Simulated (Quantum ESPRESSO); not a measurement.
**In3Cu under changes of volume**

One of the cells (22.521 Å³/atom); the others are scaled copies at fixed shape and fractional positions:

```
CELL_PARAMETERS angstrom
4.48277 0.00000 0.00000
0.00000 4.48277 0.00000
0.00000 0.00000 4.48277
ATOMIC_POSITIONS crystal
In 0.50000 0.50000 0.00000
In 0.50000 0.00000 0.50000
In 0.00000 0.50000 0.50000
Cu 0.00000 0.00000 0.00000
```

The cell comes from a database or a generator and needn't be the stable form of this composition.

| Property | Result |
| --- | --- |
| Program | Quantum ESPRESSO 7.5 |
| Functional | LDA |
| Potentials or basis | GBRV 1.5 LDA |
| Cutoff | 762 eV |
| Density cutoff | 6095 eV |
| k mesh | 6 × 6 × 6 |
| Occupations | fermi-dirac, width 0.05 eV |
| Spin | no spin polarisation |

```csv
volume (Å³/atom),energy over the lowest point (meV/atom),pressure (GPa)
21.169,0.00,-2.4
21.620,7.47,-3.5
22.070,?,?
22.521,30.79,-5.3
22.971,45.92,-5.9
23.421,62.90,-6.5
23.872,81.44,-7.0
```

Problem. What does the run at 22.070 Å³/atom give?

Solution. Energy over the lowest point 17.89 meV/atom; pressure -4.4 GPa.

Worked out: A Birch-Murnaghan fit of order 3 (a polynomial in V^(-2/3)) to the other rows has no minimum within the range. It gives 17.85 meV/atom at 22.070 Å³/atom, against the run's 17.89, and -dE/dV = -4.2 GPa, against -4.4.

Energies are extrapolated to zero smearing.
